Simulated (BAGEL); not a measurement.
# PBE0/def2-SVP (density fitting with qzvpp-jkfit) run of C2H5ClSi (SMILES ClC1C[SiH2]1)

What is the energy change on altering one bond length of C2H5ClSi at PBE0/def2-SVP (density fitting with qzvpp-jkfit)? 

Program for the calculation: BAGEL 1.2.2.

## Step 1: The molecule

The species is C2H5ClSi (9 atoms), meant as a singlet with charge 0. As SMILES, `ClC1C[SiH2]1`. The coordinates come from a PBE0-D4/def2-TZVP relaxation.

Bond lengths: Cl1–C2 1.761 Å, C2–C3 1.532 Å, C2–Si4 1.855 Å, C3–Si4 1.853 Å, C2–H5 1.084 Å, C3–H6 1.086 Å, C3–H7 1.085 Å, Si4–H8 1.475 Å, Si4–H9 1.478 Å. Some angles: Cl1–C2–C3 117.2°, Cl1–C2–Si4 122.4°, C3–C2–Si4 65.5°, C2–C3–Si4 65.7°, C2–Si4–C3 48.8°, Cl1–C2–H5 110.3°, C3–C2–H5 115.4°, Si4–C2–H5 119.3°, C2–C3–H6 115.0°, C2–C3–H7 116.2°.

## Step 2: The energy at PBE0/def2-SVP (density fitting with qzvpp-jkfit)

Contents of job.json:

```json
{ "bagel": [

{
  "title": "molecule",
  "basis": "svp",
  "df_basis": "qzvpp-jkfit",
  "angstrom": true,
  "geometry": [
    { "atom": "Cl", "xyz": [   -0.610200,   -0.416600,   -2.254300 ] },
    { "atom": "C", "xyz": [   -0.442600,    0.373500,   -0.689900 ] },
    { "atom": "C", "xyz": [    0.930400,    0.305100,   -0.014300 ] },
    { "atom": "Si", "xyz": [   -0.417500,   -0.575100,    0.903900 ] },
    { "atom": "H", "xyz": [   -0.899600,    1.356600,   -0.714500 ] },
    { "atom": "H", "xyz": [    1.659300,   -0.322300,   -0.518200 ] },
    { "atom": "H", "xyz": [    1.345700,    1.248900,    0.324100 ] },
    { "atom": "H", "xyz": [   -0.452800,   -2.048100,    0.838700 ] },
    { "atom": "H", "xyz": [   -1.023900,    0.031800,    2.107300 ] }
  ]
},
{ "title": "ks", "xc_func": "pbe0", "charge": 0 },
{ "title": "print", "file": "orbitals.molden", "orbitals": true }

]}
```

Started as:

```console
$ BAGEL_NUM_THREADS=1 BAGEL job.json > job.out
```

The program printed:

```text
* using 1 threads per process

  ===============================================================
  ===============================================================

  *** Geometry ***

  { "atom" : "Cl", "xyz" : [     -1.153111,     -0.787260,     -4.260010 ] },
  { "atom" : "C", "xyz" : [     -0.836393,      0.705813,     -1.303722 ] },
  { "atom" : "C", "xyz" : [      1.758201,      0.576555,     -0.027023 ] },
  { "atom" : "Si", "xyz" : [     -0.788961,     -1.086781,      1.708123 ] },
  { "atom" : "H", "xyz" : [     -1.699998,      2.563602,     -1.350209 ] },
  { "atom" : "H", "xyz" : [      3.135623,     -0.609059,     -0.979256 ] },
  { "atom" : "H", "xyz" : [      2.543004,      2.360079,      0.612460 ] },
  { "atom" : "H", "xyz" : [     -0.855668,     -3.870348,      1.584913 ] },
  { "atom" : "H", "xyz" : [     -1.934891,      0.060093,      3.982220 ] },

  Number of auxiliary basis functions:      496

  Since a DF basis is specified, we compute 2- and 3-index integrals:
    o Being stored without compression. Storage requirement is 0.031 GB

  Number of basis functions:       89
  Number of electrons      :       48

    * METHOD: MOLECULE                             0.21

  *** Kohn-Sham DFT ***

    * Removing 17564 points whose weight is below 1.00e-10
    * Grid points: 116590

  === Nuclear Repulsion ===
   202.0129070206

       - DIIS with orbital gradients will be used.

  === KS iteration (pbe0 / svp) ===
      0       -794.64213164          0.12353807           0.33
      1       -790.69670426          0.12551678           0.33
      2       -776.49755237          0.13979599           0.32
      3       -815.89267386          0.12015406           0.32
      4       -824.94949416          0.07096403           0.32
      5       -827.17778805          0.03470379           0.32
      6       -827.88192866          0.01914476           0.32
      7       -828.11913463          0.01156093           0.32
      8       -828.19323039          0.00325915           0.32
      9       -828.19865358          0.00063291           0.32
     10       -828.19902377          0.00014895           0.32
     11       -828.19904040          0.00004420           0.33
     12       -828.19904140          0.00001595           0.32
     13       -828.19904154          0.00000233           0.32
     14       -828.19904154          0.00000176           0.32
     15       -828.19904154          0.00000061           0.32
     16       -828.19904154          0.00000022           0.33
     17       -828.19904154          0.00000007           0.32
     18       -828.19904154          0.00000004           0.32
     19       -828.19904154          0.00000001           0.33
    * SCF iteration converged.

    * Permanent dipole moment:
           (   -0.129992,    -0.217654,    -0.678905) a.u.

    * METHOD: KS                                   6.87

    * METHOD: PRINT                                0.01

  ===============================================================
```

It took 7.5 s on 1 thread of Arm Neoverse V2, shared host; peak memory 0.49 GiB.

## Step 3: The distorted shape at the same level

Contents of dft.json:

```json
{ "bagel": [

{
  "title": "molecule",
  "basis": "svp",
  "df_basis": "qzvpp-jkfit",
  "angstrom": true,
  "geometry": [
    { "atom": "Cl", "xyz": [      -0.473113,      -0.711503,      -2.246921 ] },
    { "atom": "C", "xyz": [      -0.305513,       0.078597,      -0.682521 ] },
    { "atom": "C", "xyz": [       1.067487,       0.010197,      -0.006921 ] },
    { "atom": "Si", "xyz": [      -0.280413,      -0.870003,       0.911279 ] },
    { "atom": "H", "xyz": [      -0.899600,       1.356600,      -0.714500 ] },
    { "atom": "H", "xyz": [       1.796387,      -0.617203,      -0.510821 ] },
    { "atom": "H", "xyz": [       1.482787,       0.953997,       0.331479 ] },
    { "atom": "H", "xyz": [      -0.315713,      -2.343003,       0.846079 ] },
    { "atom": "H", "xyz": [      -0.886813,      -0.263103,       2.114679 ] }
  ]
},

{ "title": "ks", "xc_func": "pbe0" },

{ "title": "print", "file": "orbitals.molden", "orbitals": true }

]}
```

Started as:

```console
$ BAGEL_NUM_THREADS=1 BAGEL dft.json > dft.out
```

The program printed:

```text
* using 1 threads per process

  ===============================================================
  ===============================================================

  *** Geometry ***

  { "atom" : "Cl", "xyz" : [     -0.894054,     -1.344546,     -4.246065 ] },
  { "atom" : "C", "xyz" : [     -0.577336,      0.148527,     -1.289778 ] },
  { "atom" : "C", "xyz" : [      2.017258,      0.019270,     -0.013079 ] },
  { "atom" : "Si", "xyz" : [     -0.529904,     -1.644067,      1.722068 ] },
  { "atom" : "H", "xyz" : [     -1.699998,      2.563602,     -1.350209 ] },
  { "atom" : "H", "xyz" : [      3.394679,     -1.166345,     -0.965312 ] },
  { "atom" : "H", "xyz" : [      2.802061,      1.802793,      0.626405 ] },
  { "atom" : "H", "xyz" : [     -0.596611,     -4.427634,      1.598858 ] },
  { "atom" : "H", "xyz" : [     -1.675834,     -0.497193,      3.996164 ] },

  Number of auxiliary basis functions:      496

  Since a DF basis is specified, we compute 2- and 3-index integrals:
    o Being stored without compression. Storage requirement is 0.031 GB

  Number of basis functions:       89
  Number of electrons      :       48

    * METHOD: MOLECULE                             0.21

  *** Kohn-Sham DFT ***

    * Removing 17218 points whose weight is below 1.00e-10
    * Grid points: 116936

  === Nuclear Repulsion ===
   200.5224151374

       - DIIS with orbital gradients will be used.

  === KS iteration (pbe0 / svp) ===
      0       -795.09192591          0.12016699           0.33
      1       -791.35419322          0.12402862           0.33
      2       -775.09982223          0.14957132           0.33
      3       -817.76893206          0.12000731           0.32
      4       -825.87400891          0.05655064           0.32
      5       -827.92380754          0.01839662           0.33
      6       -828.06757167          0.01268650           0.32
      7       -828.15037024          0.00498089           0.33
      8       -828.16241171          0.00108746           0.33
      9       -828.16327375          0.00019835           0.33
     10       -828.16329643          0.00004476           0.32
     11       -828.16329755          0.00000917           0.33
     12       -828.16329759          0.00000292           0.32
     13       -828.16329759          0.00000154           0.33
     14       -828.16329759          0.00000038           0.32
     15       -828.16329759          0.00000016           0.33
     16       -828.16329759          0.00000006           0.33
     17       -828.16329759          0.00000002           0.33
     18       -828.16329759          0.00000000           0.32
    * SCF iteration converged.

    * Permanent dipole moment:
           (   -0.170281,    -0.145232,    -0.676368) a.u.

    * METHOD: KS                                   6.63

    * METHOD: PRINT                                0.01

  ===============================================================
```

It took 7.2 s on 1 thread of Arm Neoverse V2, shared host; peak memory 0.49 GiB.

## Step 4: Summary of results

Level: PBE0/def2-SVP (density fitting with qzvpp-jkfit).

```
                                                         quantity          value
                                        first shape: total energy  -828.19904 Eh
                                       first shape: dipole moment         1.84 D
                                         first shape: HOMO energy       -6.92 eV
                                         first shape: LUMO energy        0.21 eV
                                       first shape: HOMO–LUMO gap        7.13 eV
                                    distorted shape: total energy  -828.16330 Eh
                                   distorted shape: dipole moment         1.81 D
                                     distorted shape: HOMO energy       -6.90 eV
                                     distorted shape: LUMO energy        0.05 eV
                                   distorted shape: HOMO–LUMO gap        6.95 eV
energy change with the C2–H5 bond stretched from 1.084 to 1.410 Å       0.973 eV
```

**Reading.** With the C2–H5 bond stretched from 1.084 to 1.410 Å the energy rises by 0.97 eV (93.8 kJ/mol). The first shape isn't relaxed at this level, so the change isn't measured from a minimum.
